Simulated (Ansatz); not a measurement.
# MoS2, space group R-3m: a convergence test of the plane-wave cutoff

With Ansatz 0.2.0 through its Python package.

At the Python prompt:
```pycon
>>> import ansatz as az
>>> from ase import Atoms
>>> import pandas as pd
>>> FUNCTIONAL = "pbesol"
>>> K_LENGTH = 22
>>> OCCUPATIONS = "Fermi-Dirac"
>>> WIDTH_EV = 0.2
>>> SCF_TOL = 1e-07
>>> atoms = Atoms(
...     ["Mo", "S", "S"],
...     scaled_positions=[
...         (0.0, 0.0, 0.0),
...         (0.75, 0.75, 0.75),
...         (0.25, 0.25, 0.25),
...     ],
...     cell=[
...         (1.5855, 0.915389, 6.114997),
...         (-1.5855, 0.915389, 6.114997),
...         (0.0, -1.830778, 6.114997),
...     ],
...     pbc=True,
... )
>>> xtal = az.Crystal.from_ase(atoms)
>>> xtal.resolved().sites[-1]
Site(symbol='S', position=(0.25, 0.25, 0.25), moment=None, axis=None, held=None, saved=None)
>>> job = xtal.calculation()
>>> job = job.functional(FUNCTIONAL)
>>> job = job.kpoints(length=K_LENGTH)
>>> job = job.occupations(OCCUPATIONS, width=WIDTH_EV)
>>> job = job.mixing("anderson")
>>> job = job.initial_density(normalization="cell").scf(tolerance=SCF_TOL)
>>> job = job.forces().stress()
>>> rows = []
>>> for value in [250, 325, 400, 475]:
...     r = job.basis(value).run(threads=1, pin="off").report
...     rows.append((value, r["free_energy_ev"] / len(r["lattice"]["sites"]), r["n_iterations"], sum(r["stress_gpa"][i][i] for i in range(3)) / 3, max(abs(f) for row in r["forces_ev_ang"] for f in row), r["n_pw"]))
...
DeckWarning: basis.ecutwfc = 250 eV is below the records' recommended 420 eV, and the density's cutoff is lower with it unless basis.ecutrho_ratio is high enough to keep the records' density cutoff: compare with a run at a higher cutoff
DeckWarning: output.stress: scf.convergence.dr2_threshold = 1e-7 eV (the SCF's general default) is looser than the 3e-10 eV advised for a printed stress (1e-10 eV for each atom of the cell: 3). What an SCF threshold leaves in a stress goes as its square root, and in the free energy as the threshold itself, and one [...]
DeckWarning: basis.ecutwfc = 325 eV is below the records' recommended 420 eV, and the density's cutoff is lower with it unless basis.ecutrho_ratio is high enough to keep the records' density cutoff: compare with a run at a higher cutoff
DeckWarning: basis.ecutwfc = 400 eV is below the records' recommended 420 eV, and the density's cutoff is lower with it unless basis.ecutrho_ratio is high enough to keep the records' density cutoff: compare with a run at a higher cutoff
>>> table = pd.DataFrame(rows, columns=["cutoff (eV)", "F/atom (eV)", "iterations", "P (GPa)", "max component (eV/A)", "plane waves"])
>>> table.round(5)
   cutoff (eV)  F/atom (eV)  iterations  P (GPa)  max component (eV/A)  plane waves
0          250  -2222.87702          11  3.61761               0.81994          453
1          325  -2223.12297          11  3.37879               0.76212          731
2          400  -2223.13133          11  3.32584               0.75628          967
3          475  -2223.13171          11  3.32079               0.75597         1245
>>> for row in rows[:-1]:
...     shift = 1000 * (row[1] - rows[-1][1])
...     print(f"{row[0]}: {shift:+.2f} meV/atom" + ("  (within 5 meV)" if abs(shift) < 5 else ""))
...
250: +254.70 meV/atom
325: +8.74 meV/atom
400: +0.38 meV/atom  (within 5 meV)
```

From 400 eV on it stays within 5 meV an atom of the value at 475 eV; the first row (250 eV) is off by 254.7 meV and the last but one by 0.38 meV. The energy falls steadily, as expected when plane waves are added. The pressure moves from 3.62 to 3.32 GPa (the program's stress holds a Pulay correction, so it settles early). The last run costs about 1.9 times the first.

The run is spin-unpolarised. The mesh is modest for a metal, so energies can be off by several to tens of meV an atom and pressures by half a GPa or more; differences at equal mesh fare better. A Fermi-Dirac width this large means warm electrons, whose thermal share enters the free energy. Of the deposited cell: the entry's cell lengths or inner coordinates differ somewhat from later room-temperature determinations. Pressure is positive in compression. The structure is a deposited one; some such entries were measured under pressure or heat, so a shift against it needn't be the functional's error alone. Warnings are shown shortened and without file and line. Shifts are counted from the last row, which is itself no proven limit. Hardware and time: 15 s on 1 thread of Arm Neoverse V1, with other jobs on the host, peak memory 0.46 GiB.
